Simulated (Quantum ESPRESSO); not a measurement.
Crystal: Cu.

```
Cu
1.0
    -1.64000    1.64000    1.15000
     1.64000   -1.64000    1.15000
     1.64000    1.64000   -1.15000
Cu
1
Direct
  0.00000 0.00000 0.00000
```

The cell was built by a generator and needn't be a form met in nature.

Base run:

| Quantity | Value |
| --- | --- |
| Program | Quantum ESPRESSO 7.5 |
| Functional | PBEsol |
| Potentials or basis | GBRV 1.5 PBEsol |
| Cutoff | 762 eV |
| Density cutoff | 6095 eV |
| k mesh | 16 × 16 × 20 |
| Occupations | methfessel-paxton, width 0.1 eV |
| Spin | no spin polarisation |

Its results: band gap on the k mesh none (metal or under the smearing width); pressure -3.7 GPa.

Question: The run is repeated on the same cell with these changes: functional from PBEsol to LDA; potentials or basis from GBRV 1.5 PBEsol to GBRV 1.5 LDA. What comes out?

Answer: Band gap on the k mesh none (metal or under the smearing width); pressure -9.3 GPa.
